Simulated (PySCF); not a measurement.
# C7H17N: excited states, first hyperpolarisability

Aim: compute the excited states, first hyperpolarisability of C7H17N (`CCC(C)(C)N(C)C`).

Computed with PySCF 2.14.0 and routines of our own; the level stands in each step. Atoms count from 0.

### Step 1. The starting structure

25 atoms, charge 0, multiplicity 1; geometry from: GFN2-xTB.

### Step 2. Relaxing the molecule at PBE0-D3(BJ)/def2-SVP

Job settings and geometry (Å):

```
{"job": {"xc": "PBE0", "basis": "def2-SVP", "d3": "d3bj", "grid": 2, "kind": "geom"}, "charge": 0, "multiplicity": 1}
C      2.194183    -0.899507     0.472194
C      1.433737    -0.276487    -0.692359
C      0.132323     0.441197    -0.269329
C     -0.584557     0.930458    -1.542479
C      0.517303     1.666283     0.572463
N     -0.683141    -0.473476     0.542764
C     -1.145267    -1.664451    -0.141998
C     -1.796433     0.132897     1.243014
H      2.612473    -0.133175     1.118437
H      1.527811    -1.520817     1.062787
H      3.011385    -1.512887     0.098587
H      2.072764     0.451262    -1.196894
H      1.204482    -1.049765    -1.427089
H     -0.776583     0.105499    -2.224518
H     -1.531335     1.404447    -1.292861
H      0.035010     1.660313    -2.057192
H      0.822651     1.359909     1.568542
H      1.346429     2.187585     0.100235
H     -0.309999     2.366382     0.654598
H     -1.535421    -2.355235     0.607348
H     -0.325515    -2.158019    -0.654388
H     -1.949310    -1.465769    -0.867295
H     -2.250908    -0.630229     1.875551
H     -2.579090     0.520891     0.572060
H     -1.453929     0.936839     1.886955
```

Started as:

```console
$ OMP_NUM_THREADS=1 python excited_run.py task.json out
```

The driver reads the jobs from task.json and runs them one after another.

What it wrote:

```text
step   0  E = -331.09562865  max force = 0.014135
step   1  E = -331.09807808  max force = 0.002591
step   2  E = -331.09812316  max force = 0.000457
step   3  E = -331.09813923  max force = 0.000495
step   4  E = -331.09815933  max force = 0.000828
step   5  E = -331.09817164  max force = 0.000580
step   6  E = -331.09817657  max force = 0.000228
optimisation converged
```

Run time: 2.7 min. Hardware: 1 thread of Arm Neoverse V2, shared host; peak memory 0.89 GiB.

Relaxation path:

```
step  energy from step 0 (eV)  largest force component (eV/Å)
   0                   0.0000                          0.7269
   1                  -0.0667                          0.1332
   2                  -0.0679                          0.0235
   3                  -0.0683                          0.0255
   4                  -0.0689                          0.0426
   5                  -0.0692                          0.0298
   6                  -0.0693                          0.0117
```

Close pairs (by a distance rule), those that changed most:

```
  bond  before (Å)  after (Å)  change (Å)
 C0–H8       1.086      1.101      +0.014
 C0–H9       1.086      1.100      +0.014
C4–H16       1.086      1.100      +0.014
C3–H15       1.087      1.101      +0.014
C3–H14       1.088      1.101      +0.013
C3–H13       1.087      1.101      +0.013
C6–H20       1.085      1.099      +0.013
C4–H17       1.087      1.100      +0.013
```

The final coordinates are the input of the step that follows.

```
                         at the end point                value
  point group (found at 0.08 Å tolerance)                   C1
rotational constants (GHz, main isotopes)  2.282, 1.715, 1.490
                        dipole moment (D)                 0.46
```

### Step 3. Excited states: TDA wB97X-D/def2-SVPD

Job settings and geometry (Å):

```
{"job": {"kind": "states", "xc": "wB97X-D", "basis": "def2-SVPD", "tda": true, "soc": true, "nstates": 6, "ntriplets": 5, "nquad": 4}, "charge": 0, "multiplicity": 1}
C      2.039813    -1.034276     0.253752
C      1.255242    -0.421855    -0.894160
C     -0.037324     0.318110    -0.487486
C     -0.736356     0.811106    -1.764323
C      0.347394     1.535509     0.359430
N     -0.887214    -0.585467     0.309217
C     -1.310063    -1.791540    -0.357948
C     -1.989775     0.025539     1.007761
H      2.432700    -0.265351     0.936102
H      1.401504    -1.702779     0.849571
H      2.899170    -1.611506    -0.119888
H      1.884827     0.298487    -1.442829
H      1.008275    -1.203211    -1.631742
H     -0.955756    -0.019073    -2.452907
H     -1.684454     1.320184    -1.530811
H     -0.098856     1.527911    -2.303967
H      0.710796     1.229774     1.351340
H      1.147090     2.098803    -0.143793
H     -0.497098     2.225480     0.500146
H     -1.777437    -2.466138     0.376624
H     -0.455244    -2.329448    -0.790137
H     -2.053447    -1.629512    -1.169875
H     -2.479677    -0.734501     1.636155
H     -2.776064     0.450400     0.343022
H     -1.648899     0.824645     1.678948
```

Level: TDA wB97X-D/def2-SVPD excited states, vertical, gas phase, spin-orbit mean-field couplings.

What it wrote:

```text
coarse grid: 19208 points
cycle   1  E = -331.3096102824  dE =  8.042e-01  |g| = 3.312e-01  |ddm| = 9.502e+00
cycle   2  E = -331.3287572696  dE = -1.915e-02  |g| = 2.328e-01  |ddm| = 1.584e+00
cycle   3  E = -331.3410085739  dE = -1.225e-02  |g| = 4.673e-02  |ddm| = 6.902e-01
cycle   4  E = -331.3414293913  dE = -4.208e-04  |g| = 2.295e-02  |ddm| = 1.303e-01
cycle   5  E = -331.3415441178  dE = -1.147e-04  |g| = 2.862e-03  |ddm| = 7.337e-02
cycle   6  E = -331.3415468135  dE = -2.696e-06  |g| = 7.458e-04  |ddm| = 1.833e-02
final grid: 180776 points
cycle   7  E = -331.3958870623  dE = -2.046e-04  |g| = 5.114e-03  |ddm| = 7.761e-01
cycle   8  E = -331.3958927708  dE = -5.708e-06  |g| = 3.394e-03  |ddm| = 8.378e-02
cycle   9  E = -331.3958954066  dE = -2.636e-06  |g| = 7.138e-04  |ddm| = 1.140e-02
cycle  10  E = -331.3958955349  dE = -1.283e-07  |g| = 3.711e-04  |ddm| = 4.488e-03
cycle  11  E = -331.3958955659  dE = -3.093e-08  |g| = 6.042e-05  |ddm| = 1.290e-03
cycle  12  E = -331.3958955670  dE = -1.185e-09  |g| = 1.591e-05  |ddm| = 4.033e-04
cycle  13  E = -331.3958955672  dE = -1.079e-10  |g| = 5.691e-06  |ddm| = 1.494e-04
converged SCF energy = -331.3958955672

Singlet excitations
state   eV       nm        f     d(h-e)  d(exc)  Lambda  PR(NTO)  |dmu|/D   mu/D   main configurations
  1   6.1119   202.9   0.01054   0.621   3.629   0.287   1.012    2.980    3.032   H->L 0.81, H->L+1 0.12
  2   6.9577   178.2   0.00435   0.407   3.853   0.253   1.017    1.985    2.012   H->L+2 0.51, H->L+3 0.38
  3   7.0502   175.9   0.00981   1.375   4.228   0.276   1.015    4.867    4.959   H->L+1 0.68, H->L 0.14
  4   7.1191   174.2   0.02723   0.931   4.033   0.263   1.014    3.089    3.028   H->L+3 0.49, H->L+2 0.31
  5   7.4774   165.8   0.01014   0.610   3.584   0.291   1.017                     H->L+6 0.40, H->L+5 0.32
  6   7.7800   159.4   0.01892   0.643   3.827   0.276   1.016                     H->L+4 0.46, H->L+5 0.18, H->L+7 0.14

Triplet excitations (Tamm-Dancoff)
state   eV     d(h-e)  d(exc)  Lambda  PR(NTO)   main configurations
  1   6.0597   0.622   3.594   0.288   1.014   H->L 0.80, H->L+1 0.13
  2   6.9079   0.506   3.804   0.254   1.021   H->L+2 0.49, H->L+3 0.37
  3   7.0045   1.550   4.227   0.276   1.018   H->L+1 0.68, H->L 0.14
  4   7.1088   0.930   4.018   0.263   1.016   H->L+3 0.49, H->L+2 0.30, H->L+1 0.10
  5   7.2810   0.206   3.338   0.299   1.015   H->L+6 0.44, H->L+5 0.28
S1 - T1 = 0.0523 eV

Spin-orbit couplings |<S|Hso|T>| (cm-1)
             T1       T2       T3       T4       T5
S0        1.068    5.386    1.695    1.313    1.076
S1        0.040    0.854    0.181    0.729    0.425
S2        0.909    0.060    1.188    1.398    0.472
S3        0.144    1.150    0.089    1.652    0.281
S4        0.767    1.274    1.377    0.227    1.296
S5        0.372    0.454    0.251    0.645    0.060
S6        0.926    1.189    1.097    0.785    1.556
T1 sublevels (cm-1): 0.000 0.000 0.000   radiative rates (1/s): 2.77 1.54 25.7
```

Run time: 2 min. Hardware: 1 thread of Arm Neoverse V2, shared host; peak memory 1.2 GiB.

From this job:

```
  quantity    value
S1 less T1  0.05 eV
```

Orbitals, density, ELF and potential are computed afterwards from the orbital file.

Frontier orbitals at wB97X-D/def2-SVPD, with the share of their density that lies nearest to each atom:

```
orbital  energy (eV)                           lies on
   HOMO        -7.74  N5 60 %; H21, H23 about 7 % each
   LUMO         2.29          4 H atoms about 7 % each
```

ELF in a plane through or near 6 of the atoms.

Values, 10 rows by 14 columns:
```
0.00 0.00 0.00 0.00 0.00 0.00 0.00 0.00 0.00 0.00 0.00 0.00 0.00 0.00
0.00 0.00 0.00 0.00 0.00 0.00 0.00 0.00 0.03 0.05 0.00 0.00 0.00 0.00
0.00 0.00 0.02 0.10 0.05 0.08 0.01 0.07 0.95 1.00 0.34 0.00 0.00 0.00
0.00 0.01 0.97 0.99 0.59 0.84 0.02 0.12 0.58 0.71 0.02 0.00 0.00 0.00
0.00 0.01 0.75 0.92 0.23 0.65 0.04 0.79 0.36 0.25 0.21 0.04 0.00 0.00
0.00 0.00 0.02 0.09 0.28 0.30 0.43 0.67 0.55 0.69 1.00 0.86 0.03 0.00
0.00 0.00 0.00 0.00 0.01 0.43 0.52 0.69 0.07 0.07 0.77 0.31 0.00 0.00
0.00 0.00 0.00 0.00 0.62 1.00 0.84 0.89 0.91 0.01 0.00 0.00 0.00 0.00
0.00 0.00 0.00 0.00 0.04 0.67 0.13 0.15 0.27 0.00 0.00 0.00 0.00 0.00
0.00 0.00 0.00 0.00 0.00 0.00 0.00 0.00 0.00 0.00 0.00 0.00 0.00 0.00
```
The map spans 11.4 Å across and 10.1 Å up, centred on the molecule. Atoms in the plane (x, y in Å): C0 (-2.2, 0.9), N5 (0.7, 0.5), H10 (-3.1, 1.4), H17 (-1.2, -2.3), H19 (1.5, 2.4), H23 (2.7, -0.4).

On the surface of density 0.002 e/bohr³ the electrostatic potential runs, from the 1st to the 99th percentile, from -1.05 V near N5 to 0.56 V near H20.

### Step 4. Excited states: TDDFT CAM-B3LYP/def2-SVPD

Settings changed since step 3:

```diff
@@ -1,2 +1,2 @@
-{"job": {"kind": "states", "xc": "wB97X-D", "basis": "def2-SVPD", "tda": true, "soc": true, "nstates": 6, "ntriplets": 5, "nquad": 4}, "charge": 0, "multiplicity": 1}
+{"job": {"kind": "states", "xc": "CAM-B3LYP", "basis": "def2-SVPD", "tpa": true, "nstates": 8, "nquad": 6, "ntriplets": 0}, "charge": 0, "multiplicity": 1}
 C      2.039813    -1.034276     0.253752
```

Level: TDDFT CAM-B3LYP/def2-SVPD excited states, vertical, gas phase, two-photon moments by quadratic response.

What it wrote:

```text
coarse grid: 19208 points
cycle   1  E = -331.1956476264  dE =  7.299e-01  |g| = 3.756e-01  |ddm| = 1.273e+01
cycle   2  E = -331.2116565376  dE = -1.601e-02  |g| = 3.120e-01  |ddm| = 2.045e+00
cycle   3  E = -331.2350285001  dE = -2.337e-02  |g| = 5.043e-02  |ddm| = 9.181e-01
cycle   4  E = -331.2354412911  dE = -4.128e-04  |g| = 2.904e-02  |ddm| = 1.445e-01
cycle   5  E = -331.2356208030  dE = -1.795e-04  |g| = 3.529e-03  |ddm| = 9.897e-02
cycle   6  E = -331.2356237573  dE = -2.954e-06  |g| = 8.007e-04  |ddm| = 1.668e-02
final grid: 180776 points
cycle   7  E = -331.3031408502  dE = -6.621e-05  |g| = 4.617e-03  |ddm| = 5.482e-01
cycle   8  E = -331.3031422116  dE = -1.361e-06  |g| = 4.133e-03  |ddm| = 7.550e-02
cycle   9  E = -331.3031466401  dE = -4.429e-06  |g| = 3.607e-04  |ddm| = 1.045e-02
cycle  10  E = -331.3031466616  dE = -2.146e-08  |g| = 2.496e-04  |ddm| = 3.417e-03
cycle  11  E = -331.3031466754  dE = -1.382e-08  |g| = 3.493e-05  |ddm| = 1.414e-03
cycle  12  E = -331.3031466757  dE = -2.500e-10  |g| = 1.261e-05  |ddm| = 1.757e-04
converged SCF energy = -331.3031466757

Singlet excitations
state   eV       nm        f     d(h-e)  d(exc)  Lambda  PR(NTO)  |dmu|/D   mu/D   delta(TPA)   sigma/GM   main configurations
  1   5.8612   211.5   0.00802   0.544   3.724   0.291   1.010    2.601    2.686       58.43      0.735   H->L 0.84, H->L+1 0.10
  2   6.6446   186.6   0.00336   0.306   3.924   0.254   1.012    1.597    1.695       39.01      0.631   H->L+2 0.60, H->L+3 0.32
  3   6.6957   185.2   0.00841   1.485   4.337   0.275   1.011    5.200    5.271        6.19      0.102   H->L+1 0.71, H->L 0.13
  4   6.8000   182.3   0.02092   1.080   4.155   0.262   1.010    3.729    3.716        8.97      0.152   H->L+3 0.55, H->L+2 0.26, H->L+1 0.11
  5   7.2054   172.1   0.00773   0.614   3.666   0.284   1.014    1.834    1.877       19.71      0.375   H->L+6 0.43, H->L+5 0.35
  6   7.4814   165.7   0.01033   0.966   4.080   0.266   1.013    3.195    3.255       50.27      1.031   H->L+4 0.60, H->L+5 0.17
  7   7.6517   162.0   0.00771   0.967   4.305   0.270   1.014                                            H->L+5 0.35, H->L+6 0.29, H->L+4 0.20
  8   7.7574   159.8   0.04408   0.794   3.584   0.329   1.014                                            H->L+8 0.57, H->L+9 0.14, H->L+6 0.10
```

Run time: 2.7 min. Hardware: 1 thread of Arm Neoverse V2, shared host; peak memory 1.3 GiB.

### Step 5. First hyperpolarisability: quadratic response CAM-B3LYP/def2-SVPD

Settings changed since step 4:

```diff
@@ -1,2 +1,2 @@
-{"job": {"kind": "states", "xc": "CAM-B3LYP", "basis": "def2-SVPD", "tpa": true, "nstates": 8, "nquad": 6, "ntriplets": 0}, "charge": 0, "multiplicity": 1}
+{"job": {"kind": "beta", "xc": "CAM-B3LYP", "basis": "def2-SVPD"}, "charge": 0, "multiplicity": 1}
 C      2.039813    -1.034276     0.253752
```

Method: quadratic response CAM-B3LYP/def2-SVPD first hyperpolarisability, Taylor convention, gas phase.

What it wrote:

```text
coarse grid: 19208 points
cycle   1  E = -331.1956476264  dE =  7.299e-01  |g| = 3.756e-01  |ddm| = 1.273e+01
cycle   2  E = -331.2116565376  dE = -1.601e-02  |g| = 3.120e-01  |ddm| = 2.045e+00
cycle   3  E = -331.2350285001  dE = -2.337e-02  |g| = 5.043e-02  |ddm| = 9.181e-01
cycle   4  E = -331.2354412911  dE = -4.128e-04  |g| = 2.904e-02  |ddm| = 1.445e-01
cycle   5  E = -331.2356208030  dE = -1.795e-04  |g| = 3.529e-03  |ddm| = 9.897e-02
cycle   6  E = -331.2356237573  dE = -2.954e-06  |g| = 8.007e-04  |ddm| = 1.668e-02
final grid: 180776 points
cycle   7  E = -331.3031408502  dE = -6.621e-05  |g| = 4.617e-03  |ddm| = 5.482e-01
cycle   8  E = -331.3031422116  dE = -1.361e-06  |g| = 4.133e-03  |ddm| = 7.550e-02
cycle   9  E = -331.3031466401  dE = -4.429e-06  |g| = 3.607e-04  |ddm| = 1.045e-02
cycle  10  E = -331.3031466616  dE = -2.146e-08  |g| = 2.496e-04  |ddm| = 3.417e-03
cycle  11  E = -331.3031466754  dE = -1.382e-08  |g| = 3.493e-05  |ddm| = 1.414e-03
cycle  12  E = -331.3031466757  dE = -2.500e-10  |g| = 1.261e-05  |ddm| = 1.757e-04
converged SCF energy = -331.3031466757

Lowest singlets (eV, f): 5.8612 0.0080  6.6446 0.0034  6.6957 0.0084

First hyperpolarisability (au)
process     nm      |vector|   parallel      HRS      DR
static         -      127.34     -72.81      48.22   7.263
shg       1907.0      133.31     -76.12      50.45    7.29
eope      1907.0      129.28     -73.89          -       -
shg       1064.0      148.24     -84.35      56.02   7.343
eope      1064.0      133.75     -76.36          -       -
```

Wall time 2 min (1 thread of Arm Neoverse V2, shared host); peak memory 1.4 GiB.

### Step 6. Excited states: TDA wB97X-D/def2-SVPD in toluene

Settings changed since step 5:

```diff
@@ -1,2 +1,2 @@
-{"job": {"kind": "beta", "xc": "CAM-B3LYP", "basis": "def2-SVPD"}, "charge": 0, "multiplicity": 1}
+{"job": {"kind": "states", "xc": "wB97X-D", "basis": "def2-SVPD", "tda": true, "soc": true, "nstates": 6, "ntriplets": 5, "nquad": 4, "solvent": "toluene"}, "charge": 0, "multiplicity": 1}
 C      2.039813    -1.034276     0.253752
```

Level: TDA wB97X-D/def2-SVPD excited states, vertical, IEF-PCM toluene (non-equilibrium response), spin-orbit mean-field couplings.

What it wrote:

```text
coarse grid: 19208 points
cycle   1  E = -331.3118820219  dE =  8.024e-01  |g| = 3.259e-01  |ddm| = 9.520e+00
cycle   2  E = -331.3312487371  dE = -1.937e-02  |g| = 2.221e-01  |ddm| = 1.590e+00
cycle   3  E = -331.3423686129  dE = -1.112e-02  |g| = 4.442e-02  |ddm| = 6.653e-01
cycle   4  E = -331.3427584070  dE = -3.898e-04  |g| = 2.168e-02  |ddm| = 1.311e-01
cycle   5  E = -331.3428602676  dE = -1.019e-04  |g| = 2.923e-03  |ddm| = 6.796e-02
cycle   6  E = -331.3428632031  dE = -2.936e-06  |g| = 7.062e-04  |ddm| = 2.196e-02
final grid: 180776 points
cycle   7  E = -331.3971972619  dE = -2.049e-04  |g| = 5.075e-03  |ddm| = 7.755e-01
cycle   8  E = -331.3972029931  dE = -5.731e-06  |g| = 3.349e-03  |ddm| = 8.301e-02
cycle   9  E = -331.3972055515  dE = -2.558e-06  |g| = 7.182e-04  |ddm| = 1.158e-02
cycle  10  E = -331.3972056841  dE = -1.326e-07  |g| = 3.640e-04  |ddm| = 4.742e-03
cycle  11  E = -331.3972057139  dE = -2.980e-08  |g| = 5.899e-05  |ddm| = 1.314e-03
cycle  12  E = -331.3972057151  dE = -1.235e-09  |g| = 1.464e-05  |ddm| = 4.812e-04
cycle  13  E = -331.3972057152  dE = -1.078e-10  |g| = 5.533e-06  |ddm| = 1.871e-04
converged SCF energy = -331.3972057152

Singlet excitations
state   eV       nm        f     d(h-e)  d(exc)  Lambda  PR(NTO)  |dmu|/D   mu/D   main configurations
  1   6.1312   202.2   0.01204   0.630   3.612   0.289   1.013    3.262    3.387   H->L 0.80, H->L+1 0.12
  2   6.9824   177.6   0.00632   0.425   3.842   0.256   1.019    2.185    2.233   H->L+3 0.50, H->L+2 0.36
  3   7.0894   174.9   0.03038   1.420   4.222   0.276   1.013    5.872    6.116   H->L+1 0.75, H->L 0.11
  4   7.1190   174.2   0.02257   1.078   4.025   0.262   1.016    3.979    3.711   H->L+2 0.47, H->L+3 0.35
  5   7.5156   165.0   0.01363   0.572   3.582   0.291   1.018                     H->L+6 0.39, H->L+5 0.32
  6   7.8059   158.8   0.02505   0.660   3.826   0.279   1.017                     H->L+4 0.48, H->L+7 0.19, H->L+5 0.15

Triplet excitations (Tamm-Dancoff)
state   eV     d(h-e)  d(exc)  Lambda  PR(NTO)   main configurations
  1   6.0966   0.598   3.587   0.289   1.014   H->L 0.80, H->L+1 0.12
  2   6.9521   0.489   3.807   0.257   1.022   H->L+3 0.49, H->L+2 0.34
  3   7.0555   1.554   4.237   0.274   1.018   H->L+1 0.65, H->L 0.13, H->L+2 0.13
  4   7.1244   0.946   4.012   0.263   1.017   H->L+2 0.39, H->L+3 0.38, H->L+1 0.12
  5   7.3256   0.244   3.345   0.301   1.015   H->L+6 0.45, H->L+5 0.28
S1 - T1 = 0.0346 eV

Spin-orbit couplings |<S|Hso|T>| (cm-1)
             T1       T2       T3       T4       T5
S0        1.033    5.414    1.619    1.340    1.254
S1        0.009    0.869    0.239    0.668    0.483
S2        0.866    0.057    1.184    1.302    0.404
S3        0.360    1.268    0.483    1.485    0.636
S4        0.673    1.059    1.247    0.694    1.240
S5        0.477    0.397    0.218    0.621    0.052
S6        0.892    1.216    1.060    0.822    1.608
T1 sublevels (cm-1): 0.000 0.000 0.000   radiative rates (1/s): 2.67 1.2 26.4
```

Wall time 2 min (1 thread of Arm Neoverse V2, shared host); peak memory 1.4 GiB.

In short:

```
  quantity    value
S1 less T1  0.03 eV
```

### Step 7. What came out

| quantity | value |
| --- | --- |
| point group | C1 |
| rotational constants (main isotopes) | 2.28, 1.71, 1.49 GHz |
| S1 less T1 (step 3, TDA wB97X-D/def2-SVPD) | 0.05 eV |
| surface potential, 1st and 99th percentile | -1.05 V and 0.56 V |
| β vector (step 5, quadratic response CAM-B3LYP/def2-SVPD) | static 127, SHG 1907.0 nm 133, SHG 1064.0 nm 148 au |
| S1 less T1 (step 6, TDA wB97X-D/def2-SVPD in toluene) | 0.03 eV |

What this shows: The optimisation took 6 steps and gained 0.069 eV; among the close pairs (by a distance rule), C0–H8 changed most, from 1.086 to 1.101 Å. In step 3, the number of triplets below S1 is 1, and the largest singlet-triplet spin-orbit coupling is S0–T2, 5.39 cm⁻¹. β grows from 127 au (static) to 148 au for doubling at 1064.0 nm: normal dispersion, which grows as twice the photon energy moves toward the bright states. In step 6, the number of triplets below S1 is 1, and the largest singlet-triplet spin-orbit coupling is S0–T2, 5.41 cm⁻¹.
